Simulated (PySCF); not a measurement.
# C7H14P: the cost of one run

Programs: PySCF 2.14.0, with routines of our own; each step states its level. All values are computed. Atoms count from 0.

## 1. The system as given

22 atoms, charge 1, multiplicity 1; geometry from: GFN2-xTB.

## 2. Magnetic properties: GIAO PBE/pcSseg-1

The job: settings as JSON, then the geometry in Å.

```
{"job": {"kind": "mag", "xc": "PBE", "basis": "pcSseg-1", "isotopologues": 2}, "charge": 1, "multiplicity": 1}
C      4.049684     0.478167     0.431191
C      2.766852    -0.047799     0.100658
C      1.681092    -0.503801    -0.184439
P      0.128079    -1.131503    -0.588665
C     -1.292123    -0.051464    -0.109009
C     -1.250669     0.124662     1.407983
C     -2.562931    -0.774438    -0.554534
C     -1.117433     1.280534    -0.837348
H      4.666878     0.538258    -0.465487
H      4.541387    -0.170339     1.156443
H      3.946971     1.475190     0.859644
H      0.000717    -2.372612    -0.003780
H      0.096783    -1.364518    -1.946524
H     -1.349223    -0.832061     1.920338
H     -0.321462     0.596853     1.725078
H     -2.075889     0.758907     1.723884
H     -2.573255    -0.933273    -1.632378
H     -3.431804    -0.171751    -0.298968
H     -2.667628    -1.737563    -0.055883
H     -1.116446     1.143321    -1.918615
H     -1.941224     1.944648    -0.586060
H     -0.188768     1.769967    -0.545162
```

Method: GIAO PBE/pcSseg-1 magnetisability, rotational g tensor and spin-rotation constants, non-relativistic, gas phase.

Command:

```console
> OMP_NUM_THREADS=1 python excited_run.py task.json out
```

The driver reads the jobs from task.json and runs them one after another.

Q: Estimate the wall time and peak memory of this first job on 1 thread of Intel Xeon Platinum 8259CL at 2.50GHz, shared host.

About 1.8 min, with a peak of 0.79 GiB.
